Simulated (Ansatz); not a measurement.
A run of Ansatz 0.2.0 is set up as follows.

input.yaml

```yaml
crystal:
  lattice:
    - [3.014333, 0.0, 0.0]
    - [0.0, 3.014333, 0.0]
    - [0.0, 0.0, 4.222285]
  atoms:
    - { symbol: Ni, position: [-0.001025, 0.006372, -0.002891], spin: 1.0 }
    - { symbol: Co, position: [0.485166, 0.499294, 0.501636], spin: 2.0 }
    - { symbol: O, position: [-0.004482, 0.014771, 0.485331] }
    - { symbol: O, position: [0.510987, 0.485414, -0.001079] }
hamiltonian:
  xc: pbe
  pseudopotentials: { kind: paw }
magnetization:
  spin_polarized: true
kpoints:
  mp_grid: { grid: [9, 9, 6] }
scf:
  occupations: { method: fermi_dirac, width: 0.05 }
output:
  forces: true
  stress: true
  eigenvalues: true
  write_density: true
  write_potential: true
  elf: true
  volumetric_format: npy
```

Potentials or basis: Ansatz PAW.

The run is started by

```sh
$ ansatz run input.yaml --threads 2 --pin off --max-ram 5120MiB --backend cpu --events-out ev --progress --plain --runs-dir out
```

Task: Estimate the site moments.

Result: Ni +1.47; Co +2.42; O +0.30 μB.

Task: Estimate the pressure.

Result: -0.6 GPa.

Stress tensor (GPa, compression positive):
```
-1.47 -0.26  0.10
-0.26 -0.99  0.05
 0.10  0.05  0.71
```

Caveat: the pressure holds a Pulay correction of +0.7 GPa for the finite cutoff; semilocal functionals often make such compounds metallic where correlation or magnetic order opens a gap, which also shifts bond lengths.
